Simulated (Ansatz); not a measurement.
**C₂H₂Te: vertical ionisation energy**

Aim: the vertical ionisation energy of C₂H₂Te, as cation minus neutral at the neutral's geometry, on several levels, and how well −ε(HOMO) stands in for it.

Program: Ansatz 0.2.0, Gaussian basis. Level of theory: unrestricted cation, the program's frozen cores in correlated methods. These are calculated values, not measurements.

Plan: UKS PBE-D4/def2-TZVPP; UKS r2SCAN-D4/def2-TZVPP; UKS PBE0-D4/def2-TZVPP; UKS B3LYP-D4/def2-TZVPP; UKS wB97X-V/def2-TZVPP; UKS wB97M-V/def2-TZVPP; UKS B2PLYP/def2-TZVPP; UHF-CCSD(T)/def2-TZVPP; UHF-MP2/def2-QZVPP; extrapolation to the limit; then −ε(HOMO) from the neutral's earlier runs with LDA (SPW92), PBE-D4, revPBE-D4, BLYP-D4, r2SCAN-D4, B97M-V, PBE0-D4, B3LYP-D4, r2SCANh-D4, r2SCAN0-D4, HSE06-D4, BHLYP-D4, CAM-B3LYP-D4, LC-ωPBE, ωB97X-V, ωB97M-V.

## 1. The geometry

All runs share one geometry, relaxed beforehand with PBE0-D4 in a triple-zeta def2 set. Te takes the def2 core potential; no spin-orbit term is included.

SMILES `C#C[TeH]`, 5 atoms, charge 0, spin multiplicity 1.

Atoms are counted from 1 here; the program's logs count them from 0.

Bond lengths: C1–C2 1.205 Å, C1–H4 1.065 Å, C2–Te3 2.019 Å, Te3–H5 1.660 Å. Angles: C2–C1–H4 179.3°, C1–C2–Te3 175.6°, C2–Te3–H5 93.4°.

## 2. Cation, UKS PBE-D4/def2-TZVPP

Contents of in.yaml:

```yaml
crystal:
  periodic: [false, false, false]
  atoms:
    - {symbol: C, position_ang: [-0.735693, -1.112608, 0.392483]}
    - {symbol: C, position_ang: [0.097281, -0.298471, 0.084466]}
    - {symbol: Te, position_ang: [1.600588, 0.958915, -0.399654]}
    - {symbol: H, position_ang: [-1.481674, -1.823554, 0.662196]}
    - {symbol: H, position_ang: [0.569299, 2.202019, -0.780791]}
basis:
  gaussian: {orbitals: def2-TZVPP}
total_charge: 1
magnetization: {spin_polarized: true, initial_magnetization: 1}
hamiltonian: {xc: pbe, dispersion: d4}
```

On the command line:

```sh
$ ansatz run in.yaml --threads 2 --pin off --events-out ev --progress --plain --max-ram 4352MiB
```

The runs that follow: Cation, UKS r2SCAN-D4/def2-TZVPP; Cation, UKS PBE0-D4/def2-TZVPP; Cation, UKS B3LYP-D4/def2-TZVPP; Cation, UKS wB97X-V/def2-TZVPP; Cation, UKS wB97M-V/def2-TZVPP; Cation, UKS B2PLYP (frozen core)/def2-TZVPP; Cation, UHF-CCSD(T)/def2-TZVPP; Cation, UHF-MP2/def2-QZVPP.

Before running them: what should the planned runs give, taken together? Wanted: ionisation energy, CCSD(T)/CBS; nearest functional by difference; nearest −ε(HOMO); −ε(HOMO) of PBE; T1 of the cation.

As calculated:

```
                        quantity               value
  ionisation energy, CCSD(T)/CBS             8.83 eV
nearest functional by difference  ωB97X-V (-0.17 eV)
                nearest −ε(HOMO)  LC-ωPBE (+0.10 eV)
                 −ε(HOMO) of PBE             5.43 eV
                T1 of the cation               0.028
```

By cation minus neutral, the functionals miss by 0.39 eV at most. The PBE orbital energy is 3.4 eV too small: a semilocal HOMO is no ionisation energy. Among orbital estimates LC-ωPBE comes nearest. Hartree-Fock falls 1.14 eV short, as the neutral has more correlation energy than the cation. Correlated methods include outer-core shells of Te, which these sets cover unevenly. With outer-core shells in play the reference is unsure by up to some tenths of an eV, so close misses can't be ranked.
